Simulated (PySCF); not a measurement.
**One shape, several levels: C2H5BO (SMILES B1CCO1)**

Aim: a comparison of 5 runs (HF/STO-3G, B3LYP/6-31G, B3LYP/6-31G*, BLYP/def2-SVPD, B2PLYP/aug-cc-pVDZ) of C2H5BO. 

Program for the calculation: PySCF 2.14.0.

### Step 1. The molecule

C2H5BO: 9 atoms, total charge 0, spin state singlet. SMILES: `B1CCO1`. The shape is that of a PBE0-D4/def2-TZVP optimisation.

Bond lengths: B1–C2 1.580 Å, C2–C3 1.533 Å, B1–O4 1.364 Å, C3–O4 1.455 Å, B1–H5 1.195 Å, C2–H6 1.091 Å, C2–H7 1.091 Å, C3–H8 1.092 Å, C3–H9 1.092 Å. Some angles: B1–C2–C3 80.2°, C2–B1–O4 95.4°, C2–C3–O4 93.7°, B1–O4–C3 90.7°, B1–C2–H6 117.4°, B1–C2–H7 117.4°, C3–C2–H6 115.4°, C3–C2–H7 115.4°, C2–B1–H5 139.9°, O4–B1–H5 124.7°.

### Step 2. Energy and forces at HF/STO-3G (run 1)

File geometry.xyz:

```xyz
9

B     -0.402600     0.301700    -1.082000
C      0.506000     0.617000     0.171000
C     -0.098600    -0.719600     0.617700
O     -0.884800    -0.878500    -0.596200
H     -0.697000     0.772800    -2.139500
H      0.236300     1.479000     0.782200
H      1.586200     0.614100     0.021000
H     -0.757600    -0.681300     1.487200
H      0.600600    -1.551500     0.721500
```

File input.py:

```python
import pyscf.grad
from pyscf import gto, scf

mol = gto.M(
    atom='geometry.xyz',
    max_memory=1860,
    verbose=4,
    spin=0,
    basis='sto-3g',
    charge=0,
)

hf = scf.RHF(mol)
hf.conv_tol = 1e-10
hf.kernel()
if not hf.converged:
    hf = hf.newton().run(hf.mo_coeff, hf.mo_occ)

e_tot = hf.e_tot
print('Final energy', e_tot)
grad = hf.Gradients().kernel()
hf.analyze()
```

Run with:

```sh
$ OMP_NUM_THREADS=1 python input.py
```

Log:

```text
PySCF version 2.14.0

[... 77 lines left out ...]
Total Energy =                        -175.967418420430192
[... 7 lines left out ...]
MO #1   energy= -20.2894001327964  occ= 2
[... 5 lines left out ...]
MO #7   energy= -0.812816569882962 occ= 2
[... 5 lines left out ...]
MO #13  energy= -0.408351327346139 occ= 2
[... 5 lines left out ...]
MO #19  energy= 0.627906752360138  occ= 0
[... 5 lines left out ...]
MO #25  energy= 0.980531953539425  occ= 0
[... 37 lines left out ...]
Dipole moment(X, Y, Z, Debye):  0.77706,  0.39590,  0.92857
```

Wall time 1.1 s (1 thread of Arm Neoverse V2, shared host); peak memory 0.12 GiB.

### Step 3. Energy and gradient at B3LYP/6-31G (run 2)

File job.py:

```python
from pyscf import gto, dft

mol = gto.Mole()
mol.atom = '''
B     -0.760804     0.570130    -2.044684
C      0.956201     1.165961     0.323143
C     -0.186327    -1.359847     1.167284
O     -1.672030    -1.660124    -1.126655
H     -1.317139     1.460380    -4.043069
H      0.446542     2.794905     1.478144
H      2.997484     1.160481     0.039684
H     -1.431657    -1.287470     2.810401
H      1.134970    -2.931910     1.363437
'''
mol.basis = '6-31g'
mol.unit = 'bohr'
mol.verbose = 4
mol.max_memory = 1860
mol.charge = 0
mol.build()

mf = dft.RKS(mol, xc='b3lyp')
mf.conv_tol = 1e-10
mf.grids.level = 5
mf.kernel()
if not mf.converged:
    mf = mf.newton().run(mf.mo_coeff, mf.mo_occ)

energy = mf.e_tot
print('Final energy', energy)
grad = mf.nuc_grad_method().kernel()
mf.analyze()
```

Run with:

```sh
$ OMP_NUM_THREADS=1 python job.py
```

Log:

```text
PySCF version 2.14.0

[... 93 lines left out ...]
Nuclear Repulsion Energy =             111.713005042916649
[... 11 lines left out ...]
MO #6   energy= -0.747039290993197 occ= 2
[... 9 lines left out ...]
MO #16  energy= -7.08269655920191e-05 occ= 0
[... 9 lines left out ...]
MO #26  energy= 0.445835080014251  occ= 0
[... 9 lines left out ...]
MO #36  energy= 0.882979897442383  occ= 0
[... 9 lines left out ...]
MO #46  energy= 1.97332877783503   occ= 0
[... 58 lines left out ...]
Dipole moment(X, Y, Z, Debye):  1.31611,  0.72897,  1.50605
```

Run time: 12 s. Hardware: 1 thread of Arm Neoverse V2, shared host; peak memory 0.49 GiB.

Runs 3 to 4 aren't shown in full; the table further down has their settings and results.

### Step 4. A single-point energy at B2PLYP/aug-cc-pVDZ (run 5)

File run.py:

```python
from pyscf import gto, dft, mp

system = gto.M(
    atom=[
    ('B', (-0.402600, 0.301700, -1.082000)),
    ('C', (0.506000, 0.617000, 0.171000)),
    ('C', (-0.098600, -0.719600, 0.617700)),
    ('O', (-0.884800, -0.878500, -0.596200)),
    ('H', (-0.697000, 0.772800, -2.139500)),
    ('H', (0.236300, 1.479000, 0.782200)),
    ('H', (1.586200, 0.614100, 0.021000)),
    ('H', (-0.757600, -0.681300, 1.487200)),
    ('H', (0.600600, -1.551500, 0.721500)),
],
    verbose=4,
    max_memory=1860,
    basis='aug-cc-pvdz',
    spin=0,
)

ks = dft.RKS(system)
ks.xc = '0.53*HF + 0.47*B88, 0.73*LYP'
ks.grids.level = 5
ks.conv_tol = 1e-10
ks.kernel()
if not ks.converged:
    ks = ks.newton().run(ks.mo_coeff, ks.mo_occ)

pt = mp.MP2(ks, frozen=4).run()
etot = ks.e_tot + 0.27 * pt.e_corr
print('PT2 part  %.8f' % (0.27 * pt.e_corr))
print('Final energy', etot)
dip = ks.dip_moment()
pop, q = ks.mulliken_pop()
```

Run with:

```sh
$ OMP_NUM_THREADS=1 python run.py
```

Log:

```text
PySCF version 2.14.0

[... 79 lines left out ...]
converged SCF energy = -178.951179618596
[... 9 lines left out ...]
Final energy -179.13847017623033
Dipole moment(X, Y, Z, Debye):  1.13061,  0.68545,  1.22650
[... 147 lines left out ...]
charge of    8H =     -0.38481
```

It took 33 s on 1 thread of Arm Neoverse V2, shared host; peak memory 0.83 GiB.

### Step 5. All runs side by side

```tsv
run	level	integration grid	task	energy (Eh)	dipole moment (D)	HOMO energy (eV)	LUMO energy (eV)	wall time
1	HF/STO-3G	–	gradient	-175.967418	1.27	-10.05	8.11	1.1 s
2	B3LYP/6-31G	5	gradient	-179.243377	2.13	-8.03	0.00	12 s
3	B3LYP/6-31G* (spherical functions)	5	gradient	-179.302325	1.76	-7.87	0.18	17 s
4	BLYP/def2-SVPD	5	gradient	-179.106277	1.77	-6.93	-1.04	41 s
5	B2PLYP/aug-cc-pVDZ	5	energy	-179.138470	1.80	-9.62	0.34	33 s
```

### Step 6. Summary of results

| quantity | value |
| --- | --- |
| run 5: total energy | -179.13847 Eh |
| run 5: dipole moment (SCF part) | 1.80 D |
| run 5: HOMO energy (SCF part's orbitals) | -9.62 eV |
| run 5: LUMO energy (SCF part's orbitals) | 0.34 eV |
| run 5: HOMO–LUMO gap (SCF part's orbitals) | 9.96 eV |

What this shows: The dipole moment (its size) runs from 1.27 D (HF/STO-3G) to 2.13 D (B3LYP/6-31G). The two ends differ in method and basis. The HOMO–LUMO gap runs from 5.88 eV (BLYP/def2-SVPD) to 18.16 eV (HF/STO-3G). Totals of different functionals can't be ranked against each other. In run 1 the basis is minimal, so the values are rough. All runs together took 1.7 min, the longest 41 s.
